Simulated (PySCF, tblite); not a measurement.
# Methane, bromofluoro- (CH₂BrF): isotopologues and vibrational averages

Aim: rotational constants, zero-point energies and shieldings of isotopologues of Methane, bromofluoro- (CH₂BrF) (`FCBr`).

Programs: PySCF 2.14.0 with density-fitted response routines of our own, and tblite 0.8.0. All values are computed, except where a source is named. Atoms count from 0 throughout.

## (1) The starting structure

5 atoms, charge 0, multiplicity 1; geometry from: force field or distance geometry start.

Bonds of the start (Å): C1–Br2 1.97, C1–H3 1.11, C1–H4 1.06, F0–C1 1.31.

## (2) GFN2-xTB relaxation, lowest of a short conformer search

What the job is given:

```
{"job": {"xc": "GFN2-xTB", "basis": "xTB", "kind": "relax"}, "charge": 0, "multiplicity": 1}
F     -0.814700     1.096900    -0.063900
C     -0.152300    -0.037600    -0.042600
Br     1.805300     0.220800    -0.002800
H     -0.403900    -0.586300     0.884800
H     -0.400000    -0.682400    -0.844200
```

Launch:

```sh
$ OMP_NUM_THREADS=1 python ens_run.py task.json out
```

The driver reads the study from task.json and runs its stages one after another.

The log of the run:

```text
step      E/eV     max force
  0    -325.41398    1.925
  1    -325.46535    0.538
  2    -325.47553    0.400
  3    -325.48934    0.273
  4    -325.49179    0.154
  5    -325.49254    0.029
  6    -325.49258    0.023
  7    -325.49260    0.022
  8    -325.49263    0.017
  9    -325.49265    0.012
 10    -325.49265    0.008
 11    -325.49265    0.004
 12    -325.49265    0.002
```

It took 0.05 s on 1 thread of AMD EPYC 7R13, shared host.

Relaxing gained 0.079 eV and moved the atoms by 0.04 Å on average (rms).

## (3) Tight optimisation and Hessian

What the job is given:

```
{"job": {"xc": "PBE0", "basis": "pcSseg-1", "grid": 2, "temperatures": [400, 700], "kind": "geom"}, "charge": 0, "multiplicity": 1}
F     -0.797123     1.099078    -0.074385
C     -0.144438    -0.073731    -0.011017
Br     1.777747     0.230757    -0.012789
H     -0.407167    -0.576804     0.922948
H     -0.394531    -0.667890    -0.893497
```

The log of the run:

```text
step   0  E = -73812.6976712 eV  max force = 0.37260
step   1  E = -73812.7041613 eV  max force = 0.05679
step   2  E = -73812.7042947 eV  max force = 0.00552
step   3  E = -73812.7042950 eV  max force = 0.00135
step   4  E = -73812.7042950 eV  max force = 0.00135
step   5  E = -73812.7042950 eV  max force = 0.00071
harmonic wavenumbers (cm-1): 316.1 654.8 950.0 1127.3 1256.2 1342.0 1494.5 3115.9 3202.9
```

Wall time 75 s (1 thread of AMD EPYC 7R13, shared host); peak memory 0.52 GiB.

## (4) Displacements along the modes, parent

What the job is given:

```
{"job": {"xc": "PBE0", "basis": "pcSseg-1", "grid": 2, "temperatures": [400, 700], "kind": "vib", "mass_numbers": [19, 12, 79, 1, 1]}, "charge": 0, "multiplicity": 1}
F     -0.808558     1.109864    -0.074987
C     -0.148820    -0.068589    -0.011297
Br     1.766254     0.217465    -0.012219
H     -0.393523    -0.578177     0.921740
H     -0.380864    -0.669154    -0.891978
```

The log of the run:

```text
mode    cm-1    km/mol   phi_rrr   E(+)/cm-1  E(-)/cm-1
  1    316.15     0.53     -39.7      55.47      58.42
  2    654.78    69.16     170.5     124.09     112.08
  3    950.03     0.01      -0.0     172.51     172.67
  4   1127.29   200.22     445.2     219.79     187.70
  5   1256.17     3.08       1.1     226.61     226.97
  6   1342.02    49.73      87.2     245.63     238.79
  7   1494.52     0.63     115.3     273.38     265.26
  8   3115.92    13.41    1347.7     612.12     515.18
  9   3202.92     3.78       3.9     579.67     579.39
```

Wall time 60 s (1 thread of AMD EPYC 7R13, shared host); peak memory 0.52 GiB.

## (5) Displacements along the modes, 13C at atom 1

What the job is given:

```
{"job": {"xc": "PBE0", "basis": "pcSseg-1", "grid": 2, "temperatures": [400, 700], "kind": "vib", "mass_numbers": [19, 13, 79, 1, 1]}, "charge": 0, "multiplicity": 1}
F     -0.808558     1.109864    -0.074987
C     -0.148820    -0.068589    -0.011297
Br     1.766254     0.217465    -0.012219
H     -0.393523    -0.578177     0.921740
H     -0.380864    -0.669154    -0.891978
```

The log of the run:

```text
mode    cm-1    km/mol   phi_rrr   E(+)/cm-1  E(-)/cm-1
  1    314.67     0.54     -39.5      55.20      58.16
  2    635.22    66.10     163.1     120.30     108.81
  3    942.06     0.02      -0.0     171.09     171.27
  4   1103.40   192.32     434.6     215.07     183.77
  5   1253.43     2.94       1.1     226.12     226.48
  6   1336.31    43.46      85.2     244.52     237.82
  7   1489.83     0.40     112.0     272.40     264.53
  8   3110.37    12.75    1343.9     610.97     514.31
  9   3189.44     3.49       4.4     577.24     576.93
```

Run time: 60 s. Hardware: 1 thread of AMD EPYC 7R13, shared host; peak memory 0.52 GiB.

## (6) Displacements along the modes, 2H at atom 3

What the job is given:

```
{"job": {"xc": "PBE0", "basis": "pcSseg-1", "grid": 2, "temperatures": [400, 700], "kind": "vib", "mass_numbers": [19, 12, 79, 2, 1]}, "charge": 0, "multiplicity": 1}
F     -0.808558     1.109864    -0.074987
C     -0.148820    -0.068589    -0.011297
Br     1.766254     0.217465    -0.012219
H     -0.393523    -0.578177     0.921740
H     -0.380864    -0.669154    -0.891978
```

The log of the run:

```text
mode    cm-1    km/mol   phi_rrr   E(+)/cm-1  E(-)/cm-1
  1    315.23     0.54     -39.6      55.30      58.26
  2    625.95    51.08     151.6     118.17     107.54
  3    807.79    16.87      16.3     146.83     145.71
  4    971.46     7.79     -98.8     171.47     179.09
  5   1125.68   209.20    -400.3     189.02     217.71
  6   1266.23    22.76      56.9     231.06     226.67
  7   1370.53     9.96     -24.4     246.67     248.39
  8   2321.19     8.71   -1235.0     376.53     465.26
  9   3162.47     8.13   -1975.8     504.06     645.91
```

Wall time 60 s (1 thread of AMD EPYC 7R13, shared host); peak memory 0.52 GiB.

## (7) Displacements along the modes, 13C at atom 1, 2H at atom 3

What the job is given:

```
{"job": {"xc": "PBE0", "basis": "pcSseg-1", "grid": 2, "temperatures": [400, 700], "kind": "vib", "mass_numbers": [19, 13, 79, 2, 1]}, "charge": 0, "multiplicity": 1}
F     -0.808558     1.109864    -0.074987
C     -0.148820    -0.068589    -0.011297
Br     1.766254     0.217465    -0.012219
H     -0.393523    -0.578177     0.921740
H     -0.380864    -0.669154    -0.891978
```

The log of the run:

```text
mode    cm-1    km/mol   phi_rrr   E(+)/cm-1  E(-)/cm-1
  1    313.81     0.55     -39.5      55.04      58.01
  2    610.80    51.10     148.3     115.32     104.93
  3    797.89    14.19       7.5     144.77     144.27
  4    967.21     7.34     -96.5     170.80     178.26
  5   1101.71   199.67    -398.8     184.76     213.34
  6   1260.89    20.95      52.1     229.94     225.91
  7   1365.11     6.86     -12.2     246.14     246.98
  8   2307.69     7.94   -1226.8     374.36     462.51
  9   3152.40     7.71   -1967.7     502.51     643.78
```

It took 63 s on 1 thread of AMD EPYC 7R13, shared host; peak memory 0.52 GiB.

## (8) Displacements along the modes, 81Br at atom 2

What the job is given:

```
{"job": {"xc": "PBE0", "basis": "pcSseg-1", "grid": 2, "temperatures": [400, 700], "kind": "vib", "mass_numbers": [19, 12, 81, 1, 1]}, "charge": 0, "multiplicity": 1}
F     -0.808558     1.109864    -0.074987
C     -0.148820    -0.068589    -0.011297
Br     1.766254     0.217465    -0.012219
H     -0.393523    -0.578177     0.921740
H     -0.380864    -0.669154    -0.891978
```

The log of the run:

```text
mode    cm-1    km/mol   phi_rrr   E(+)/cm-1  E(-)/cm-1
  1    315.25     0.52     -39.5      55.31      58.26
  2    653.98    69.01     169.7     123.92     111.96
  3    949.96     0.01      -0.0     172.50     172.66
  4   1127.28   200.25     445.2     219.79     187.70
  5   1256.16     3.08       1.1     226.61     226.97
  6   1342.00    49.75      87.2     245.63     238.79
  7   1494.52     0.63     115.3     273.38     265.26
  8   3115.92    13.41    1347.7     612.12     515.18
  9   3202.92     3.78       3.9     579.67     579.39
```

It took 61 s on 1 thread of AMD EPYC 7R13, shared host; peak memory 0.52 GiB.

## (9) Displacements along the modes, 13C at atom 1, 81Br at atom 2

What the job is given:

```
{"job": {"xc": "PBE0", "basis": "pcSseg-1", "grid": 2, "temperatures": [400, 700], "kind": "vib", "mass_numbers": [19, 13, 81, 1, 1]}, "charge": 0, "multiplicity": 1}
F     -0.808558     1.109864    -0.074987
C     -0.148820    -0.068589    -0.011297
Br     1.766254     0.217465    -0.012219
H     -0.393523    -0.578177     0.921740
H     -0.380864    -0.669154    -0.891978
```

The log of the run:

```text
mode    cm-1    km/mol   phi_rrr   E(+)/cm-1  E(-)/cm-1
  1    313.77     0.53     -39.4      55.04      57.99
  2    634.40    65.95     162.3     120.12     108.69
  3    941.99     0.02      -0.0     171.08     171.26
  4   1103.39   192.36     434.6     215.07     183.77
  5   1253.42     2.94       1.1     226.12     226.48
  6   1336.29    43.48      85.3     244.52     237.81
  7   1489.83     0.40     112.0     272.40     264.53
  8   3110.37    12.75    1343.9     610.97     514.31
  9   3189.44     3.49       4.4     577.24     576.93
```

Wall time 60 s (1 thread of AMD EPYC 7R13, shared host); peak memory 0.52 GiB.

## (10) Displacements along the modes, 2H at atom 3, 2H at atom 4

What the job is given:

```
{"job": {"xc": "PBE0", "basis": "pcSseg-1", "grid": 2, "temperatures": [400, 700], "kind": "vib", "mass_numbers": [19, 12, 79, 2, 2]}, "charge": 0, "multiplicity": 1}
F     -0.808558     1.109864    -0.074987
C     -0.148820    -0.068589    -0.011297
Br     1.766254     0.217465    -0.012219
H     -0.393523    -0.578177     0.921740
H     -0.380864    -0.669154    -0.891978
```

The log of the run:

```text
mode    cm-1    km/mol   phi_rrr   E(+)/cm-1  E(-)/cm-1
  1    314.35     0.55     -39.6      55.14      58.10
  2    611.38    47.40     147.5     115.39     105.06
  3    728.53     0.07       0.2     131.84     131.83
  4    934.37     3.27       0.2     168.30     168.63
  5   1016.70    26.08      75.8     186.16     180.30
  6   1037.75   109.01       9.5     187.30     186.60
  7   1171.22   125.80    -300.7     200.55     222.10
  8   2258.75    12.30     824.9     437.71     378.34
  9   2389.29     4.24      -0.5     431.67     431.70
```

It took 59 s on 1 thread of AMD EPYC 7R13, shared host; peak memory 0.52 GiB.

## (11) Vibrational averages by isotopologue

What the job is given:

```
{"job": {"xc": "PBE0", "basis": "pcSseg-1", "grid": 2, "temperatures": [400, 700], "kind": "iso"}, "charge": 0, "multiplicity": 1}
F     -0.808558     1.109864    -0.074987
C     -0.148820    -0.068589    -0.011297
Br     1.766254     0.217465    -0.012219
H     -0.393523    -0.578177     0.921740
H     -0.380864    -0.669154    -0.891978
```

The log of the run:

```text
parent
  Be/MHz 40581.24 3754.488 3516.014
  B0/MHz 40184.905 3738.155 3496.893
  ZPE/cm-1 6729.9
  <sigma>(0 K)/ppm 354.581 87.120 2087.522 24.599 24.599
13C at atom 1
  Be/MHz 39285.76 3719.773 3475.707
  B0/MHz 38910.933 3703.981 3457.091
  ZPE/cm-1 6687.4
  <sigma>(0 K)/ppm 354.720 87.159 2088.110 24.602 24.602
2H at atom 3
  Be/MHz 34194.561 3692.96 3439.668
  B0/MHz 33889.715 3676.811 3421.244
  ZPE/cm-1 5983.3
  <sigma>(0 K)/ppm 355.339 87.407 2091.795 24.726 24.614
13C at atom 1, 2H at atom 3
  Be/MHz 33337.955 3659.378 3402.122
  B0/MHz 33046.816 3643.765 3384.2
  ZPE/cm-1 5938.8
  <sigma>(0 K)/ppm 355.478 87.447 2092.384 24.730 24.617
81Br at atom 2
  Be/MHz 40570.219 3728.744 3493.345
  B0/MHz 40173.857 3712.546 3474.39
  ZPE/cm-1 6729.0
  <sigma>(0 K)/ppm 354.584 87.121 2087.559 24.599 24.599
13C at atom 1, 81Br at atom 2
  Be/MHz 39274.599 3693.745 3452.885
  B0/MHz 38899.79 3678.085 3434.434
  ZPE/cm-1 6686.4
  <sigma>(0 K)/ppm 354.725 87.161 2088.151 24.602 24.602
2H at atom 3, 2H at atom 4
  Be/MHz 29596.012 3626.335 3373.76
  B0/MHz 29348.809 3610.311 3355.81
  ZPE/cm-1 5231.2
  <sigma>(0 K)/ppm 356.132 87.711 2096.122 24.745 24.745
```

Run time: 8.4 min. Hardware: 1 thread of AMD EPYC 7R13, shared host; peak memory 0.52 GiB. This counts the whole study up to here.

Rotational constants (MHz) at equilibrium and in the ground state:

| isotopologue | Be | B0 | zero-point change (cm⁻¹) |
| --- | --- | --- | --- |
| parent | 40581.2, 3754.5, 3516.0 | 40184.9, 3738.2, 3496.9 | 0.0 |
| 13C at atom 1 | 39285.8, 3719.8, 3475.7 | 38910.9, 3704.0, 3457.1 | -42.5 |
| 2H at atom 3 | 34194.6, 3693.0, 3439.7 | 33889.7, 3676.8, 3421.2 | -746.6 |
| 13C at atom 1, 2H at atom 3 | 33338.0, 3659.4, 3402.1 | 33046.8, 3643.8, 3384.2 | -791.1 |
| 81Br at atom 2 | 40570.2, 3728.7, 3493.3 | 40173.9, 3712.5, 3474.4 | -0.9 |
| 13C at atom 1, 81Br at atom 2 | 39274.6, 3693.7, 3452.9 | 38899.8, 3678.1, 3434.4 | -43.5 |
| 2H at atom 3, 2H at atom 4 | 29596.0, 3626.3, 3373.8 | 29348.8, 3610.3, 3355.8 | -1498.7 |

Shieldings of the first species (ppm): at equilibrium, the vibrational parts at 0 K, and the averages:

| atom | equilibrium | anharmonic | harmonic | 0 K | 400 K | 700 K |
| --- | --- | --- | --- | --- | --- | --- |
| F0 | 365.57 | -4.21 | -6.78 | 354.58 | 353.27 | 350.78 |
| C1 | 90.77 | -2.22 | -1.42 | 87.12 | 86.58 | 85.74 |
| Br2 | 2138.57 | -19.18 | -31.87 | 2087.52 | 2076.06 | 2056.61 |
| H3 | 25.20 | -0.20 | -0.40 | 24.60 | 24.57 | 24.50 |
| H4 | 25.20 | -0.20 | -0.40 | 24.60 | 24.57 | 24.50 |

Isotope effects on the shieldings at 0 K (ppb; positive means more shielded):

| atom | 13C at atom 1 | 2H at atom 3 | 13C at atom 1, 2H at atom 3 | 81Br at atom 2 | 13C at atom 1, 81Br at atom 2 | 2H at atom 3, 2H at atom 4 |
| --- | --- | --- | --- | --- | --- | --- |
| F0 | 140 | 758 | 898 | 4 | 144 | 1551 |
| C1 | 40 | 288 | 327 | 2 | 41 | 592 |
| Br2 | 588 | 4273 | 4862 | 37 | 629 | 8600 |
| H3 | 3 | 127 | 130 | 0 | 3 | 146 |
| H4 | 3 | 15 | 18 | 0 | 3 | 146 |

## (12) Outcome

```
                   quantity                        value
                point group                           Cs
    B0 of the first species  40184.9, 3738.2, 3496.9 MHz
          zero-point energy                    6730 cm⁻¹
zero-point change of σ(Br2)                   -51.05 ppm
```

What this shows: Zero-point motion changes the shielding of Br2 most, by -51.05 ppm. The largest secondary isotope effect is 8600 ppb on Br2, 2 bonds from the change (2H at atom 3, 2H at atom 4). Spin-orbit coupling is left out, which matters at and beside the heavy atoms.
